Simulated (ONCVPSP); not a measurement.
# Pseudopotential generation for lutetium: ONCV, PBE

Task: generate the file, and judge it by its errors in other configurations, its logarithmic derivatives, its ghosts and its cutoff.

Program: ONCVPSP 4.0.1. Reference atom: PBE, scalar-relativistic, spherical and spin-unpolarised. All values are calculated.

## Step 1: Starting point

Typed settings, in words:

- element: lutetium (Lu, Z = 71)
- type: optimised norm-conserving Vanderbilt (ONCV)
- frozen core: [Kr] 4d10
- valence charge: 25
- reference configuration: 4f14 5s2 5p6 5d1 6s2
- partial waves: 5s+6s: rc 2.10 bohr, ncon 3, nbas 6, qcut 7.2 1/bohr, 2 projectors; 5p: rc 1.25 bohr, ncon 4, nbas 8, qcut 6.9 1/bohr, 2 projectors, debl 1.3 Ha; 5d: rc 3.45 bohr, ncon 4, nbas 8, qcut 4.1 1/bohr, 2 projectors, debl 0.7 Ha; 4f: rc 0.95 bohr, ncon 3, nbas 8, qcut 17.5 1/bohr, local
- local potential: the f channel
- core correction: Teter function, fcfact 5.25, rcfact 1.7

The outer shells as boxes (Hund's rule for the drawing; the calculation is spin-unpolarised):

```
[Kr] core
4d [↑↓][↑↓][↑↓][↑↓][↑↓]
4f [↑↓][↑↓][↑↓][↑↓][↑↓][↑↓][↑↓]
5s [↑↓]
5p [↑↓][↑↓][↑↓]
5d [↑ ][  ][  ][  ][  ]
6s [↑↓]
```

The nodes and maxima of the atom's own shells, from an earlier all-electron run, set the scale for the radii.

All-electron outer shells of the reference configuration (PBE, scalar-relativistic, ld1.x):

```
shell  level (eV)  outermost node (bohr)  outermost maximum (bohr)
   4d     -191.92                   0.23                      0.48
   5s      -61.06                   0.57                      1.04
   5p      -31.66                   0.61                      1.19
   4f       -9.62                      –                      0.47
   6s       -4.66                   1.41                      3.08
   5d       -1.75                   0.68                      1.84
   6p       -1.34                   1.73                      4.26
```

## Step 2: The generation run

Lu.dat reads:

```
# ATOM AND REFERENCE CONFIGURATION
# atsym  z   nc   nv     iexc    psfile
  Lu 71.00    9    5        4      upf
#
#   n    l    f
    1    0    2.00
    2    0    2.00
    2    1    6.00
    3    0    2.00
    3    1    6.00
    3    2   10.00
    4    0    2.00
    4    1    6.00
    4    2   10.00
    4    3   14.00
    5    0    2.00
    5    1    6.00
    5    2    1.00
    6    0    2.00
#
# PSEUDOPOTENTIAL AND OPTIMIZATION
# lmax
    3
#
#   l,   rc,      ep,       ncon, nbas, qcut
    0    2.10    0.00    3    6    7.20
    1    1.25    0.00    4    8    6.90
    2    3.45    0.00    4    8    4.10
    3    0.95    0.00    3    8   17.50
#
# LOCAL POTENTIAL
# lloc, lpopt,  rc(5),   dvloc0
    3    5    0.95    0.00
#
# VANDERBILT-KLEINMAN-BYLANDER PROJECTORs
# l, nproj, debl
    0    2    3.30
    1    2    1.30
    2    2    0.70
    3    0    3.00
#
# MODEL CORE CHARGE
# icmod, fcfact, rcfact
    3    5.25    1.70
#
# LOG DERIVATIVE ANALYSIS
# epsh1, epsh2, depsh
   -4.00    5.00    0.02
#
# OUTPUT GRID
# rlmax, drl
    6.00    0.01
#
# TEST CONFIGURATIONS
# ncnf
    4
# nvcnf
#   n    l    f
    5
    4    3   14.00
    5    0    2.00
    5    1    6.00
    5    2    1.00
    6    0    1.00
#
    5
    4    3   14.00
    5    0    2.00
    5    1    6.00
    5    2    1.00
    6    0    0.00
#
    5
    4    3   14.00
    5    0    2.00
    5    1    6.00
    5    2    0.00
    6    0    0.00
#
    5
    4    3   14.00
    5    0    2.00
    5    1    6.00
    5    2    0.00
    6    0    2.00
#
```

The run is started by

```sh
oncvpsp.x < Lu.dat > Lu.out
```

What does the calculation give? Wanted: cutoffs for 1 and 0.1 mHa per electron, occupied waves; bound ghosts; GHOST(+) flags; largest test error; largest phase difference near zero energy, channels read; rms error of d²Exc/dn², without and with the model core.

The runs gave:

```
                                                quantity                                                value
  cutoffs for 1 and 0.1 mHa per electron, occupied waves                                    132 Ha and 144 Ha
                                            bound ghosts    s at -653.44 eV, p at -243.32 eV, d at -107.59 eV
                                          GHOST(+) flags                                   none at low energy
                            largest test error (AE − PS)  +41 meV, for 4f14 5s2 5p6 5d0 6s2 (1 test unsolved)
largest phase difference near zero energy, channels read                                            0.009 rad
 rms error of d²Exc/dn², without and with the model core                                    4.38 and 3.01 mHa
```

What this shows: A bound ghost (s, p, d) makes it unfit for use: electrons can fall into a state that the atom doesn't have. By total energies transferability is fair where solved: the largest error is 41 meV on 5.3 eV, for 4f14 5s2 5p6 5d0 6s2. Of the tests 1 gave no usable energy difference, which is a warning in itself. The potential is very hard: the looser tolerance needs 132 Ha. At the looser tolerance the 4f wave is the slowest; 5p needs 28 Ha. Near zero energy the phases of the channels with partial waves agree within 0.009 rad. In the d channel the atom's pole at 0.09 Ha sits lower, at -3.95 Ha, in the pseudo curve.
